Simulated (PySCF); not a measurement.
# C2H7NOSi: the cost of one run

Programs: PySCF 2.14.0, with density-fitted response routines of our own. Each step states its level of theory. These are calculated values for one molecule in the gas phase, unless marked as measured. Atoms count from 0, in the outputs and in this text.

## (1) The starting structure

12 atoms, charge 0, multiplicity 1; geometry from: PBE0-D3(BJ)/def2-SVP.

Bonds of the start (Å): N0–C1 1.36, C1–O2 1.21, C1–C3 1.51, C3–Si4 1.89, N0–H5 1.01, N0–H6 1.01, C3–H7 1.10, C3–H8 1.10, Si4–H9 1.49, Si4–H10 1.50, Si4–H11 1.49.

## (2) Nuclear shieldings: PBE0/pcSseg-2

What the job is given:

```
{"job": {"kind": "nmr", "xc": "PBE0", "basis": "pcSseg-2", "pop": false}, "charge": 0, "multiplicity": 1}
N     -1.821818     0.239268     0.505893
C     -0.993944    -0.732804     0.029823
O     -1.365413    -1.574373    -0.759409
C      0.431492    -0.657983     0.533785
Si     1.470157     0.623687    -0.397290
H     -1.509513     0.963035     1.135580
H     -2.772664     0.263071     0.162917
H      0.884708    -1.647648     0.379983
H      0.470426    -0.422918     1.610177
H      1.378781     0.392545    -1.867839
H      0.974083     2.001257    -0.088432
H      2.895924     0.525502     0.037980
```

Method: GIAO PBE0/pcSseg-2 NMR shielding, non-relativistic, gas phase.

Started as:

```bash
> OMP_NUM_THREADS=1 python probes_run.py task.json out
```

One launch serves the whole session: the jobs run in the order shown.

Q: Estimate the wall time and peak memory of this first job on 1 thread of Arm Neoverse V1, shared host.

About 36 s, with a peak of 1 GiB.
